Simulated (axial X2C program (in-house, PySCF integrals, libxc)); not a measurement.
# TaH⁺: EOM-IP-CCSD levels

Aim: EOM-IP-CCSD levels of TaH⁺, with spin–orbit coupling in the Hamiltonian from the start.

Computed with an in-house X2C program for linear molecules on PySCF integrals. Level: two-component X2C with atomic mean-field terms, Ta dyall-cv3z, H dyall-v3z.

All values are calculated.

### 1 Input

The input, task.json:

```json
{"zs": [73, 1], "q": 1, "bas": ["dyall-cv3z", "dyall-v3z"], "r0": 1.78, "eom": "ip", "rq": 0, "thr": -2.0, "nmax": 95, "grid": [1, 0.96, 1.045, 0.92, 1.09, 1.15]}
```

Keys: zs atomic numbers; q charge; bas basis sets; r0 starting distance in Å; eom kind of EOM run; thr threshold in hartree for freezing inner shells (an s shell follows its p shell); nmax most natural virtual spinors; grid distances as factors.

The run is started by

```
> python soeom.py task.json out
```

Nuclei are Gaussian, cores are contracted, and the Gaunt term is on.

### 2 EOM-IP-CCSD at 1.773 Å

Reference: the closed shell TaH; 14 electrons correlated, 92 virtual spinors; roots sought by Ω: 1/2: 4, 3/2: 3, 5/2: 1.

Output:

```text
two-component X2C + atomic mean field  HF
basis functions 202  fitting functions 1000  grid points 5072
iter        total energy     max residual
   1     -15598.831550158     2.04e+00
   2     -15598.938201943     2.69e-02
   3     -15598.938531817     3.27e-02
   4     -15598.942533647     1.59e-03
   5     -15598.942767487     7.76e-04
   6     -15598.942897782     8.14e-04
   7     -15598.942973472     7.33e-04
   8     -15598.943046680     6.07e-04
   9     -15598.943093846     4.17e-04
  10     -15598.943118981     2.62e-04
  11     -15598.943132081     1.51e-04
  12     -15598.943137223     4.00e-05
  13     -15598.943137376     2.20e-05
  14     -15598.943137449     1.48e-05
  15     -15598.943137503     1.04e-05
  16     -15598.943137543     6.80e-06
  17     -15598.943137564     2.87e-06
  18     -15598.943137568     6.43e-07
  19     -15598.943137569     4.37e-07
converged
one-electron -21443.93319111  Coulomb 6152.44302559  exact exchange -315.89369690  xc functional 0.00000000  nuclear repulsion 21.78789419  atomic mean-field constant -13.34716934
correlated 14  virtual 248  natural virtual 92  E(MP2) -0.366656596  MP2 remainder -0.026785653
iter   CCSD correlation   residual
   1     -0.345071113   1.48e-01
   2     -0.357062691   8.19e-02
   3     -0.359859138   4.61e-02
   4     -0.360256855   2.52e-02
   5     -0.360853608   1.34e-02
   6     -0.360993262   7.43e-03
   7     -0.361026775   4.76e-03
   8     -0.361037568   3.79e-03
   9     -0.361022300   3.21e-03
  10     -0.361016965   2.33e-03
  11     -0.361040275   1.57e-03
  12     -0.361040427   9.52e-04
  13     -0.361044351   6.14e-04
  14     -0.361038342   3.95e-04
  15     -0.361037384   2.64e-04
  16     -0.361039135   1.86e-04
  17     -0.361040333   1.29e-04
  18     -0.361041873   8.50e-05
  19     -0.361041807   5.67e-05
  20     -0.361042153   3.96e-05
  21     -0.361041659   2.82e-05
  22     -0.361041649   1.64e-05
(T) -0.018173171  T1 0.0431  D1 0.0874  max T2 0.110
EOM-IP-CCSD roots
2*Omega      energy/Eh   energy/eV  one-particle weight
    1       0.27778860      7.5590      0.918
    1       0.36169348      9.8422      0.004
    1       0.37472333     10.1967      0.004
    1       0.38918416     10.5902      0.027
    3       0.28783039      7.8323      0.898
    3       0.36073711      9.8162      0.000
    3       0.36672967      9.9792      0.004
    5       0.37728023     10.2663      0.000
```

T1 in the output is the amplitude norm over the root of the electron number; divide by √2 for the Lee–Taylor value.

```
  Ω  vertical IE (eV)  above lowest (cm⁻¹)                          spinor  weight
1/2             7.559                    0  57% Ta sσ, 24% Ta dσ, 9% Ta pσ    0.92
3/2             7.832                 2200            72% Ta dδ, 27% Ta dπ    0.90
```

Wall time 12 s (1 thread of Arm Neoverse V2, shared host); peak memory 0.91 GiB.

### 3 EOM-IP-CCSD at 1.702 Å

```
  Ω  vertical IE (eV)  above lowest (cm⁻¹)                          spinor  weight
1/2             7.531                    0  58% Ta sσ, 24% Ta dσ, 8% Ta pσ    0.92
3/2             7.782                 2020            71% Ta dδ, 27% Ta dπ    0.90
```

Wall time 13 s (1 thread of Arm Neoverse V2, shared host); peak memory 0.91 GiB.

### 4 EOM-IP-CCSD at 1.853 Å

```
  Ω  vertical IE (eV)  above lowest (cm⁻¹)                           spinor  weight
1/2             7.593                    0  57% Ta sσ, 24% Ta dσ, 10% Ta pσ    0.92
3/2             7.890                 2390             72% Ta dδ, 27% Ta dπ    0.89
```

Wall time 12 s (1 thread of Arm Neoverse V2, shared host); peak memory 0.92 GiB.

### 5 EOM-IP-CCSD at 1.631 Å

```
  Ω  vertical IE (eV)  above lowest (cm⁻¹)                          spinor  weight
1/2             7.507                    0  58% Ta sσ, 24% Ta dσ, 8% Ta pσ    0.92
3/2             7.733                 1820            71% Ta dδ, 28% Ta dπ    0.91
```

Wall time 13 s (1 thread of Arm Neoverse V2, shared host); peak memory 0.92 GiB.

### 6 EOM-IP-CCSD at 1.933 Å

```
  Ω  vertical IE (eV)  above lowest (cm⁻¹)                           spinor  weight
1/2             7.630                    0  56% Ta sσ, 24% Ta dσ, 10% Ta pσ    0.91
3/2             7.946                 2560             73% Ta dδ, 27% Ta dπ    0.89
```

Run time: 15 s. Hardware: 1 thread of Arm Neoverse V2, shared host; peak memory 0.92 GiB.

### 7 EOM-IP-CCSD at 2.039 Å

```
  Ω  vertical IE (eV)  above lowest (cm⁻¹)                           spinor  weight
1/2             7.679                    0  55% Ta sσ, 24% Ta dσ, 11% Ta pσ    0.91
3/2             8.018                 2730             73% Ta dδ, 27% Ta dπ    0.88
1/2            10.512                22850   57% H sσ, 17% Ta sσ, 15% Ta dσ    0.63
```

Run time: 16 s. Hardware: 1 thread of Arm Neoverse V2, shared host; peak memory 0.93 GiB.

### 8 Curves of the states

Energies in eV from the lowest point of the lowest state; states are followed by energy order within each Ω.

```
R (Å)  (1)Ω=1/2  (1)Ω=3/2
1.631    0.0693    0.2947
1.702    0.0000    0.2503
1.773    0.0123    0.2855
1.853    0.0996    0.3961
1.933    0.2436    0.5604
2.039    0.4943    0.8333
```

Constants where the minimum is well bracketed (masses 180.948 and 1.008 u):

```
   state  Te (cm⁻¹)  Re (Å)  ωe (cm⁻¹)
(1)Ω=1/2          0   1.725       2006
(1)Ω=3/2       2050   1.703       2065
```

### 9 Results

| quantity | value |
| --- | --- |
| lowest root at 1.773 Å | Ω = 1/2, 7.559 eV |
| next root led by one particle | Ω = 3/2, about 2200 cm⁻¹ higher |
| T1 of the reference | 0.030 |
| lowest state, Re and ωe | 1.725 Å, 2006 cm⁻¹ |

**Reading.** Removing an electron from the reference determinant of TaH costs 7.56 eV and empties a spinor of 57% Ta sσ, 24% Ta dσ, 9% Ta pσ. The closed-shell reference lies 0.58 eV above the lowest determinant found, so these energies count from an excited configuration. Errors of 0.1 to 0.3 eV are usual at this size, and roots led by higher excitations are left out, so the list is incomplete, and low states of that kind can be missing. T1 or the largest double amplitude of the reference is raised, which lowers the reliability. The bond is 0.028 Å shorter than in the closed-shell reference at CCSD (1.753 Å).
